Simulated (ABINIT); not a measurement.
Crystal: NbTe.

```
Te Nb
1.0
     3.70297    0.00000    0.00000
    -1.85149    3.20687    0.00000
     0.00000    0.00000    3.69421
Te Nb
1 1
Direct
  0.66667 0.33333 0.00000
  0.00000 0.00000 0.50000
```

The cell comes from a database or a generator and needn't be the stable form of this composition.

- Program: ABINIT 10.8.3 (patched build)
- Task: relaxation of cell and atoms
- Functional: PBEsol
- Potentials or basis: JTH PAW PBE v2.0
- Cutoff: 435 eV
- k mesh: 8 × 8 × 7
- Occupations: fermi-dirac, width 0.05 eV
- Spin: no spin polarisation

At the start: pressure -4.3 GPa; volume 21.93 Å³/atom.

Problem. Where does the relaxation end?

Solution. Over 7 steps the energy falls by 11.2 meV/atom and the volume is 21.14 Å³/atom (-3.6 %); space group P-6m2 (No. 187, to 0.05 Å).

The path:
```tsv
step	energy change (eV)	largest force (eV/Å)	pressure (GPa)	volume (Å³)
1	0.0000	0.0000	-4.32	43.87
2	-0.0128	0.0000	-2.75	43.29
3	-0.0211	0.0000	0.18	42.31
4	-0.0214	0.0000	0.05	42.34
5	-0.0222	0.0000	-0.20	42.36
6	-0.0223	0.0000	-0.08	42.31
7	-0.0223	0.0000	-0.01	42.28
```

Final structure:
```
Te Nb
1.0
     3.64192    0.00000    0.00000
    -1.82096    3.15400    0.00000
     0.00000    0.00000    3.68123
Te Nb
1 1
Direct
  0.66667 0.33333 0.00000
  0.00000 0.00000 0.50000
```

Caveat: the PAW data sets were made with another functional, which shifts forces and pressure a little.
